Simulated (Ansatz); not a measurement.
This script drives the Python package of Ansatz (0.2.0).

The script, `scan.py`:
```python
# -*- coding: utf-8 -*-
"""Stretching a bond of BBr2F, the rest held rigid."""

import ansatz as az
import numpy as np

molecule = (
    az.Crystal.molecule()
    .atom("F", [1.4804, 0.4926, 0.3799])
    .atom("B", [0.1163, 0.0369, 0.0252])
    .atom("Br", [-0.5272, -1.7252, 0.7189])
    .atom("Br", [-1.0139, 1.1354, -1.1443])
)

symbols = [site.symbol for site in molecule.cartesian_sites]
start = np.array([site.position_ang for site in molecule.cartesian_sites])
axis = (start[2] - start[1]) / np.linalg.norm(start[2] - start[1])
moving = [2]
lengths, energies = [1.76, 1.84, 1.92, 2.0, 2.08, 2.16, 2.24, 2.36], []
for length in lengths:
    xyz = start.copy()
    xyz[moving] += (length - np.linalg.norm(start[2] - start[1])) * axis
    point = az.Crystal.molecule()
    for symbol, xyz in zip(symbols, xyz):
        point = point.atom(symbol, xyz.tolist())
    calc = (
        point.calculation()
        .basis(gaussian="def2-SVP")
        .functional("b3lyp")
    )
    rep = calc.run(threads=1, pin="off").report
    energies.append(rep["free_energy_ev"])
    print(f"r = {length:6.3f} A  E = {energies[-1]:.5f} eV  <S^2> = {abs(rep['mean_field']['state']['spin_squared']):.3f}")

# quartic fit about the minimum
fit = np.polynomial.Polynomial.fit(lengths, np.array(energies) - min(energies), 4).convert()
roots = [r.real for r in fit.deriv().roots() if abs(r.imag) < 1e-9 and fit.deriv(2)(r.real) > 0]
r_e = min(roots, key=lambda r: abs(r - lengths[int(np.argmin(energies))]))
print(f"minimum of the fit at {r_e:.4f} A, force constant {fit.deriv(2)(r_e):.2f} eV/A^2")
```

It is started by `python scan.py`. Estimate its wall time and peak memory on 1 thread of Arm Neoverse V2, on a shared host.

It took about 24 s, with a peak of 0.27 GiB, for 8 runs of the engine.

`python scan.py` gives:
```text
r =  1.760 A  E = -143470.51046 eV  <S^2> = 0.000
r =  1.840 A  E = -143470.69653 eV  <S^2> = 0.000
r =  1.920 A  E = -143470.71500 eV  <S^2> = 0.000
r =  2.000 A  E = -143470.61799 eV  <S^2> = 0.000
r =  2.080 A  E = -143470.44313 eV  <S^2> = 0.000
r =  2.160 A  E = -143470.21758 eV  <S^2> = 0.000
r =  2.240 A  E = -143469.96082 eV  <S^2> = 0.000
r =  2.360 A  E = -143469.54662 eV  <S^2> = 0.000
minimum of the fit at 1.8908 A, force constant 20.74 eV/A^2
```

Reading the output:
- Total energies depend on the basis set; only differences at equal settings carry meaning.
- The rest of the molecule is held rigid at a force-field or estimated start geometry, and the basis set is modest; single-reference methods fail as a bond breaks.
- b3lyp holds the VWN-RPA fit, as in Gaussian; the form of ORCA and Turbomole is b3lyp5.
- The orbitals are restricted, so S² is zero by construction.

(A comment or docstring line of the script was reworded after the run, the code is as it ran; lines on the test bed's own set-up are left out of the output.)
